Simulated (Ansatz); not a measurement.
# GaAs (F-43m): how the settings move a single-point run

Aim: see which settings change the result for GaAs (F-43m), by how much, and at what cost.

Method: reference: DFT PBE, scalar-relativistic, plane waves, PAW, in Ansatz 0.2.0.

### 1 The system as given

The structure is cubic, space group F-43m (No. 216). The conventional cell has a = 5.654 Å, b = 5.654 Å, c = 5.654 Å, α = 90.00°, β = 90.00°, γ = 90.00°. Around Ga (site symmetry -43m) lie 4 As at 2.45 Å. As (site symmetry -43m) has 4 Ga at 2.45 Å in its first shell of neighbours.

Structure file:

```
Ga As
1.0
     0.00000    2.82685    2.82685
     2.82685    0.00000    2.82685
     2.82685    2.82685    0.00000
Ga As
1 1
Direct
  0.00000 0.00000 0.00000
  0.75000 0.75000 0.75000
```

### 2 Baseline

input.yaml reads:

```yaml
crystal:
  lattice:
    - [0.0, 2.8268505379, 2.8268505379]
    - [2.8268505379, 0.0, 2.8268505379]
    - [2.8268505379, 2.8268505379, 0.0]
  atoms:
    - { symbol: Ga, position: [0.0, 0.0, 0.0] }
    - { symbol: As, position: [0.75, 0.75, 0.75] }
basis:
  ecutwfc: 420
  ecutrho_ratio: 4
kpoints:
  mp_grid: { grid: [8, 8, 8] }
hamiltonian:
  xc: pbe
scf:
  occupations: { method: gaussian, width: 0.05 }
output:
  forces: true
  stress: true
  eigenvalues: true
```

Command:

```bash
ansatz run input.yaml --threads 4 --pin off --max-ram 8192MiB --backend cpu --events-out ev --progress --plain --runs-dir out
```

### 3 A further run, with the input changed

input.yaml: that of step 2 with these lines changed.

```diff
@@ -14,5 +14,7 @@
 hamiltonian:
-  xc: pbe
+  xc: revpbe
 scf:
   occupations: { method: gaussian, width: 0.05 }
+  mixing: { preconditioner: local_kerker }
+  convergence: { dr2_threshold: 0.0001 }
 output:
@@ -20,2 +22 @@
   stress: true
-  eigenvalues: true
```

### 5 Changed: ecutwfc 36.7 Ry

input.yaml: that of step 2 with these lines changed.

```diff
@@ -9,3 +9,3 @@
 basis:
-  ecutwfc: 420
+  ecutwfc: "36.7 Ry"
   ecutrho_ratio: 4
@@ -20,2 +20,5 @@
   stress: true
-  eigenvalues: true
+  write_density: true
+  write_potential: true
+  elf: true
+  volumetric_format: npy
```

### 6 Changed: preconditioner resta

input.yaml: that of step 2 with these lines changed.

```diff
@@ -17,2 +17,3 @@
   occupations: { method: gaussian, width: 0.05 }
+  mixing: { preconditioner: resta }
 output:
@@ -20,2 +21,5 @@
   stress: true
-  eigenvalues: true
+  write_density: true
+  write_potential: true
+  elf: true
+  volumetric_format: npy
```

(Steps that only read results are left out.)

Q: Predict the outcome of this session. Wanted: for each run, ending; energy change; pressure; gap; force.

As calculated:

```csv
run,ending,energy change,pressure (GPa),gap (eV),force (eV/Å),cycles,time
reference,converged,0,3.3,0.52,0.00,6,0.9 s
"1: xc revpbe, preconditioner local_kerker, dr2_threshold 0.0001",converged,not comparable,4.7,0.61,0.00,6,0.84 s
2: ecutwfc 36.7 Ry,converged,-1.0 meV/atom,3.3,0.52,0.00,6,1.2 s
3: preconditioner resta,converged,0.0 meV/atom,3.3,0.52,0.00,6,1.1 s
```

Times don't compare one to one where runs were asked for different outputs or read a saved state (see the inputs); cycles may leave out searches for a lower state.

Residual by cycle in the longest SCF loop of each run; runs are numbered as in the table. The quantity is the density residual dr2, in eV.

```csv
cycle,reference,run 1,run 2,run 3
1,0.00236,0.00187,0.0024,0.00236
2,3.2e-4,5.4e-4,2.5e-4,6.1e-4
3,3.9e-5,2.3e-4,4.2e-5,1.5e-4
4,1.1e-5,2.0e-5,8.0e-6,1.9e-5
5,6.8e-7,1.7e-6,3.0e-7,1.3e-6
6,1.7e-8,1.5e-7,4.4e-9,4.1e-8
```

Of the converged runs whose energies compare with the reference's, «ecutwfc 36.7 Ry» moves the energy most (-1.0 meV/atom) and «preconditioner resta» least (0.0 meV/atom).

The gaps are Kohn-Sham values of a semilocal functional, not quasiparticle or optical gaps. Such gaps usually fall short of the measured ones.
